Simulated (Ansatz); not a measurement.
# Si: the cost of one run

Method: DFT LDA, scalar-relativistic, in Ansatz 0.2.0.

## (1) Starting point

It takes space group Imma (No. 74, orthorhombic). The conventional cell has a = 4.502 Å, b = 4.737 Å, c = 2.550 Å, α = 90.00°, β = 90.00°, γ = 90.00°. Si (site symmetry mm2) has 8 Si at 2.39 to 2.74 Å as nearest neighbours.

As a file:

```cif
data_structure
_symmetry_space_group_name_H-M 'P 1'
_symmetry_Int_Tables_number 1
_cell_length_a 3.5075
_cell_length_b 3.5075
_cell_length_c 3.5075
_cell_angle_alpha 100.152
_cell_angle_beta 95.050
_cell_angle_gamma 137.368
_cell_volume 27.19
loop_
_atom_site_label
_atom_site_type_symbol
_atom_site_fract_x
_atom_site_fract_y
_atom_site_fract_z
_atom_site_occupancy
Si1 Si 0.80700 0.55700 0.25000 1
Si2 Si 0.19300 0.44300 0.75000 1
```

Atoms are numbered in the order of the input: Si1, Si2.

## (2) The deformed structure

Space group Imma before, Imma after.

## (3) Full-potential LAPW

Input file input.yaml:

```yaml
crystal:
  lattice:
    - [-2.251, 2.3685, 1.3005]
    - [2.251, -2.3685, 1.3005]
    - [2.251, 2.3685, -1.3005]
  atoms:
    - { symbol: Si, position: [0.807, 0.557, 0.25] }
    - { symbol: Si, position: [0.193, 0.443, 0.75] }
kpoints:
  mp_grid: { grid: [16, 16, 16] }
  band_path:
    path:
      - [0.0, 0.0, 0.0]
      - [0.5, -0.5, 0.5]
      - [0.4758105458, -0.4758105458, 0.5241894542]
      - [-0.4758105458, 0.4758105458, 0.4758105458]
      - [0.0, 0.0, 0.0]
      - [0.3253726776, 0.3253726776, -0.3253726776]
      - [0.6746273224, -0.3253726776, 0.3253726776]
      - [0.5, -0.5, 0.5]
      - [0.0, 0.0, 0.0]
    npoints: 5
scf:
  occupations: { method: fermi_dirac, width: 0.05 }
hamiltonian:
  xc: lda
  pseudopotentials: { kind: all_electron, lapw: { basis_error: 0.0005 } }
output:
  forces: true
  stress: true
  eigenvalues: true
```

The run is started by

```bash
ansatz run input.yaml --threads 1 --pin off --max-ram 3072MiB --backend cpu --events-out ev --progress --plain --runs-dir out
```

Q: Estimate wall time and peak memory on 1 thread of Intel Xeon 6975P-C (Granite Rapids), shared host.

About 25 s, with a peak of 0.74 GiB.
